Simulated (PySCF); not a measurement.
# GeH4P: the cost of one run

Programs: PySCF 2.14.0, with routines of our own; each step states its level. All values are computed. Atoms count from 0.

## Step 1: The system as given

6 atoms, charge -1, multiplicity 1; geometry from: GFN2-xTB.

## Step 2: Magnetic properties: GIAO B3LYP/aug-pcSseg-1

Job settings and geometry (Å):

```
{"job": {"kind": "mag", "xc": "B3LYP", "basis": "aug-pcSseg-1", "isotopologues": 4}, "charge": -1, "multiplicity": 1}
P      1.596381    -0.871388    -0.336540
Ge    -0.428449    -0.024404    -0.031322
H      2.177026     0.245951     0.189703
H     -0.930752     0.328474     1.394608
H     -1.555260    -0.959430    -0.486594
H     -0.855824     1.282788    -0.751430
```

Level: GIAO B3LYP/aug-pcSseg-1 magnetisability, rotational g tensor and spin-rotation constants, non-relativistic, gas phase.

Started as:

```
> OMP_NUM_THREADS=1 python excited_run.py task.json out
```

One launch serves the whole session: the jobs run in the order shown.

Q: Estimate the wall time and peak memory of this job on 1 thread of Arm Neoverse V1, shared host.

About 8.8 s, with a peak of 0.53 GiB.
